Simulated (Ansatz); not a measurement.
**BCl2HS (SMILES SB(Cl)Cl): single points off equilibrium**

An exercise on one series of results from a longer session: the logs are not shown, and one member is left open.

Program: Ansatz 0.2.0, Gaussian basis. Level of theory: single points in def2-TZVPP. These are calculated values, not measurements.

Cores are frozen in the correlated methods.

## Where the work starts

5 atoms, charge 0, spin multiplicity 1.

Atoms are counted from 1 here; the program's logs count them from 0.

Bond lengths: S1–B2 1.722 Å, S1–H5 1.252 Å, B2–Cl3 1.749 Å, B2–Cl4 1.872 Å. Angles: B2–S1–H5 98.7°, S1–B2–Cl3 127.8°, S1–B2–Cl4 121.4°, Cl3–B2–Cl4 110.1°.

Geometry (Å):

| atom | x (Å) | y (Å) | z (Å) |
| --- | --- | --- | --- |
| S1 | -0.1399 | 1.4714 | 0.0320 |
| B2 | 0.2077 | -0.2059 | 0.2116 |
| Cl3 | 1.4790 | -0.9415 | 1.1618 |
| Cl4 | -0.6138 | -1.4923 | -0.8716 |
| H5 | -1.0559 | 1.3858 | -0.8179 |

Set-up of the first run:

run/in.yaml

```yaml
crystal:
  periodic: [false, false, false]
  atoms:
    - {symbol: S, position_ang: [-0.139900, 1.471400, 0.032000]}
    - {symbol: B, position_ang: [0.207700, -0.205900, 0.211600]}
    - {symbol: Cl, position_ang: [1.479000, -0.941500, 1.161800]}
    - {symbol: Cl, position_ang: [-0.613800, -1.492300, -0.871600]}
    - {symbol: H, position_ang: [-1.055900, 1.385800, -0.817900]}
basis:
  gaussian: {orbitals: def2-TZVPP}
correlation: {method: ccsd_t}
output: {forces: true}
```

The command line of these runs was not kept.

Steps of the session up to this table: CCSD(T)/def2-TZVPP; PBE0-D4/def2-TZVPP; wB97M-V/def2-TZVPP; r2SCAN-D4/def2-TZVPP; PBE-D4/def2-TZVPP; HSE06-D4/def2-TZVPP; B97M-V/def2-TZVPP.

One table of the session follows, with a row left open; its other results are not shown here.

```
   method  RMS force component (eV/Å)  angle to CCSD(T) forces (°)  dipole (D)
  CCSD(T)                       1.580                    reference        1.65
  PBE0-D4                       1.589                          4.1        1.65
  wB97M-V                       1.546                          2.5        1.66
r2SCAN-D4                       1.571                          3.2        1.65
   PBE-D4                       1.622                          5.5        1.59
 HSE06-D4                           ?                            ?           ?
   B97M-V                       1.546                          4.0        1.64
```

Q: Estimate the row for HSE06-D4 from the others.

As computed: RMS force component (eV/Å): 1.589; angle to CCSD(T) forces (°): 4.0; dipole (D): 1.65.
